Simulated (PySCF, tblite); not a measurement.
**C5H6F2OSi: geometry, infrared bands and NMR shifts**

Wanted: the infrared bands and NMR shifts of C5H6F2OSi (`FCC1=C[Si@@H](F)C=CO1`), by calculation.

The runs use tblite 0.8.0 and PySCF 2.14.0, with density-fitted response routines of our own; the level of theory stands in each step. All values are computed, except where a source is named. Atoms are numbered from 0 throughout.

## (1) Starting geometry

15 atoms, charge 0, multiplicity 1; geometry from: force field or distance geometry start.

Bonds of the start (Å): F0–C1 1.36, C1–C2 1.52, C2–C3 1.34, C3–Si4 1.82, Si4–F5 1.61, Si4–C6 1.83, C6–C7 1.34, C7–O8 1.38, O8–C2 1.39, C1–H9 1.11, C1–H10 1.08, C3–H11 1.09, Si4–H12 1.48, C6–H13 1.08, C7–H14 1.08.

## (2) Optimising the geometry with GFN2-xTB

Job settings and geometry (Å):

```
{"job": {"kind": "relax", "xc": "GFN2-xTB", "basis": "xTB"}, "charge": 0, "multiplicity": 1}
F     -2.974900    -1.000100    -0.332400
C     -2.414100     0.108200     0.222000
C     -0.899900     0.072100     0.128100
C     -0.248600    -0.911100    -0.509800
Si     1.570000    -0.961900    -0.626000
F      1.992000    -0.858500    -2.174400
C      2.007800     0.601600     0.210200
C      1.065800     1.390500     0.745800
O     -0.299500     1.171600     0.738300
H     -2.719700     0.131600     1.286200
H     -2.814300     0.982400    -0.279800
H     -0.776100    -1.748500    -0.962100
H      2.169100    -2.149900     0.021200
H      3.060500     0.853700     0.259600
H      1.277600     2.326300     1.251100
```

Command:

```
$ OMP_NUM_THREADS=1 python probes_run.py task.json out
```

This one command runs all jobs of the session in turn.

**Question.** This job is followed by: GFN2-xTB harmonic vibrations, gas phase; GIAO PBE0/pcSseg-1 NMR shielding, non-relativistic, gas phase. What will the session give for the following? strongest single infrared mode (GFN2-xTB); zero-point energy (GFN2-xTB); 13C shifts against TMS (PBE0/pcSseg-1); 1H shifts against TMS (PBE0/pcSseg-1); 19F shifts against CFCl3 (PBE0/pcSseg-1); 29Si shifts against TMS (PBE0/pcSseg-1); 17O shifts against H2O (PBE0/pcSseg-1).

The runs gave:

| quantity | value |
| --- | --- |
| strongest single infrared mode (GFN2-xTB) | 2320 cm⁻¹, 308 km/mol |
| zero-point energy (GFN2-xTB) | 62.0 kcal/mol |
| 13C shifts against TMS (PBE0/pcSseg-1) | 171.1, 162.3, 107.6, 100.7, 84.0 ppm |
| 1H shifts against TMS (PBE0/pcSseg-1) | 7.47, 6.08, 5.69, 5.62, 5.20, 5.12 ppm |
| 19F shifts against CFCl3 (PBE0/pcSseg-1) | -170.3, -263.9 ppm |
| 29Si shifts against TMS (PBE0/pcSseg-1) | -30.9 ppm |
| 17O shifts against H2O (PBE0/pcSseg-1) | 215.5 ppm |

**Reading.** The optimisation took 28 steps and gained 0.211 eV; among the close pairs (by a distance rule), C3–Si4 changed most, from 1.823 to 1.862 Å. All 39 modes are real, so the xTB geometry is a minimum. The strongest single mode, at 2320 cm⁻¹, moves mainly H12. GFN2-xTB is a fitted tight-binding method: band positions and strengths are rough. Its intensities can rank the bands wrongly. H14 (hydrogen on an alkene carbon bearing oxygen) lies farthest downfield among hydrogen, at 7.47 ppm; attached to an sp2 carbon and in the plane of the double bond. At PBE0/pcSseg-1: Shielding is most anisotropic at O8 (span 339 ppm, paramagnetic term -280 ppm).
